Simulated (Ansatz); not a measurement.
# CH6OSiZn: small, medium and large basis sets

Aim: see how fast density functionals converge with the basis set for CH6OSiZn.

Computed with Ansatz 0.2.0, Gaussian basis. Level: one geometry, several basis sets.

Levels to be run: PBE0-D4/def2-SVP; ωB97M-V/def2-SVP; PBE0-D4/def2-QZVPP; ωB97M-V/def2-QZVPP; the functionals' def2-TZVPP values are taken from earlier runs.

## (1) Structure used throughout

All runs share one geometry, relaxed beforehand with PBE0-D4/def2-TZVP.

SMILES `C[SiH2][O][ZnH]`, 10 atoms, charge 0, spin multiplicity 1.

Atoms are counted from 1 here; the program's logs count them from 0.

Bond lengths: C1–Si2 1.863 Å, C1–H5 1.094 Å, C1–H6 1.093 Å, C1–H7 1.093 Å, Si2–O3 1.623 Å, Si2–H8 1.496 Å, Si2–H9 1.495 Å, O3–Zn4 1.764 Å, Zn4–H10 1.510 Å. Angles: Si2–C1–H5 110.4°, Si2–C1–H6 110.9°, Si2–C1–H7 110.9°, H5–C1–H6 108.1°, H5–C1–H7 108.1°, H6–C1–H7 108.2°, C1–Si2–O3 110.5°, C1–Si2–H8 109.2°, C1–Si2–H9 109.1°, O3–Si2–H8 110.6°, O3–Si2–H9 110.5°, H8–Si2–H9 106.8°, Si2–O3–Zn4 147.2°, O3–Zn4–H10 177.7°.

## (2) PBE0-D4 in def2-SVP

Input file in.yaml:

```yaml
crystal:
  periodic: [false, false, false]
  atoms:
    - {symbol: C, position_ang: [-1.737397, 0.349761, -0.146755]}
    - {symbol: Si, position_ang: [-0.152830, -0.408673, 0.472013]}
    - {symbol: O, position_ang: [1.119758, 0.202846, -0.329259]}
    - {symbol: Zn, position_ang: [2.865364, 0.178031, -0.579158]}
    - {symbol: H, position_ang: [-2.594481, -0.062140, 0.393620]}
    - {symbol: H, position_ang: [-1.733436, 1.432981, -0.003292]}
    - {symbol: H, position_ang: [-1.877018, 0.147046, -1.211285]}
    - {symbol: H, position_ang: [-0.218458, -1.893035, 0.300996]}
    - {symbol: H, position_ang: [-0.024466, -0.146711, 1.938574]}
    - {symbol: H, position_ang: [4.352954, 0.199894, -0.835454]}
basis:
  gaussian: {orbitals: def2-SVP}
hamiltonian: {xc: pbe0, dispersion: d4}
output: {orbitals: {seedname: orbitals}}
```

The run is started by

```
> ansatz run in.yaml --threads 2 --pin off --events-out ev --progress --plain --max-ram 32768MiB --backend cpu
```

Further steps of the session: ωB97M-V in def2-SVP; PBE0-D4 in def2-QZVPP; ωB97M-V in def2-QZVPP.

Before running them: what should the planned runs give, taken together? Wanted: PBE0-D4: double and triple zeta above quadruple; ωB97M-V: double and triple zeta above quadruple.

As calculated:

| quantity | value |
| --- | --- |
| PBE0-D4: double and triple zeta above quadruple | 15.42, 1.68 eV |
| ωB97M-V: double and triple zeta above quadruple | 15.51, 1.61 eV |

**Reading.** PBE0-D4 gains 13.74 eV from double to triple zeta, then 1.68 eV more. These are total energies; as a rule much of such shifts cancels in differences, which this series doesn't test. The LUMO of ωB97M-V is positive and keeps falling with the basis (1.47 to 0.62 eV): an unbound level that the basis holds in place.
